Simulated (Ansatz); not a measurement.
Here is an Ansatz 0.2.0 calculation.

The input input.yaml:

```yaml
crystal:
  lattice:
    - [2.8920299704, 0.0, 0.0]
    - [0.0, 4.3650077954, 0.0]
    - [0.0, 0.0, 5.856315]
  atoms:
    - { symbol: Pd, position: [0.5, 0.0, 0.197578] }
    - { symbol: Pd, position: [0.0, 0.0, 0.61947] }
    - { symbol: Pd, position: [0.0, 0.5, 0.329164] }
    - { symbol: Pd, position: [0.5, 0.5, 0.867561] }
    - { symbol: B, position: [0.5, 0.0, 0.863227] }
hamiltonian:
  xc: lda
  pseudopotentials: { kind: paw }
kpoints:
  mp_grid: { grid: [9, 6, 5] }
scf:
  occupations: { method: fermi_dirac, width: 0.05 }
  n_extra_bands: 12
output:
  forces: true
  stress: true
  eigenvalues: true
  dos: { projected: true, de: 0.05, nscf_kmesh: { grid: [14, 9, 8] } }
```

Potentials or basis: Ansatz PAW.

The run is started by

```sh
$ ansatz run input.yaml --threads 2 --pin off --max-ram 5632MiB --backend cpu --events-out ev --progress --plain --runs-dir out
```

Problem. Predict the band gap on the k mesh.

Solution. None (metal or under the smearing width).

Problem. Estimate the density of states at the Fermi level.

Solution. 2.76 states/eV per cell.

Problem. What does it give for the pressure?

Solution. -13.3 GPa.

Problem. Estimate the largest force.

Solution. 0.228 eV/Å.

Stress tensor (GPa, compression positive):
```
-13.20   0.00   0.00
  0.00 -13.45   0.00
  0.00   0.00 -13.16
```

Caveat: the PAW data sets come from PBE, with cores solved anew for the run's functional, which leaves a small shift of forces and pressure; the density of states is complete only up to the lowest level of the last band computed.
